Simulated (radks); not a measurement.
# The Coulomb parameter U of the 4f shell of Yb⁺

The task here is to estimate one member of a computed series from the others.

Program: radks (a radial shooting solver on a logarithmic mesh, Libxc functionals) version 1. Level of theory: scalar-relativistic Kohn-Sham, PBE, spin-unpolarised, spherical densities, finite nucleus. These are calculated values, not measurements, unless marked.

### The system

- element: ytterbium (Z = 70)
- charge: +1
- electrons: 69
- configuration: [Xe] 4f13 6s1 6p1
- nuclear rms radius: 5.3108 fm

Outer shells as boxes (Hund's rule):

Yb⁺
```
[Xe] core
4f [↑↓][↑↓][↑↓][↑↓][↑↓][↑↓][↑ ]
6s [↑ ]
6p [↑ ][  ][  ]
```

The first run:

Input:

```text
Z 70
configuration [Xe] 4f13 6s1 6p1
relativity scalar-relativistic
functional pbe,pbe
spin unpolarised
nucleus finite rms 5.3108 fm
c 137.035999084
```

Among the steps run: Start: [Xe] 4f13 6s1 6p1.

One table of the session follows, with a row left open; its other results are not shown here.

It belongs to the step «Start: [Xe] 4f13 6s1 6p1». Radial moments (bohr):

| level | <r> | outermost maximum (interpolated) | 90 % within | nodes |
| --- | --- | --- | --- | --- |
| 4s | 0.4876 | 0.455 | 0.700 | 3 |
| 4p | 0.5177 | 0.476 | 0.753 | 2 |
| 4d | 0.5586 | 0.491 | 0.840 | 1 |
| 5s | 1.189 | 1.06 | 1.71 | 4 |
| 5p | 1.401 | 1.21 | 2.06 | 3 |
| 4f | 0.7361 | 0.480 | 1.27 | 0 |
| 6s | 3.269 | 2.88 | 4.73 | 5 |
| 6p | ? | ? | ? | ? |

Q: Estimate the row for 6p from the others.

As computed: <r>: 4.176; outermost maximum (interpolated): 3.68; 90 % within: 6.07; nodes: 4. In the column «<r>» it is the highest.
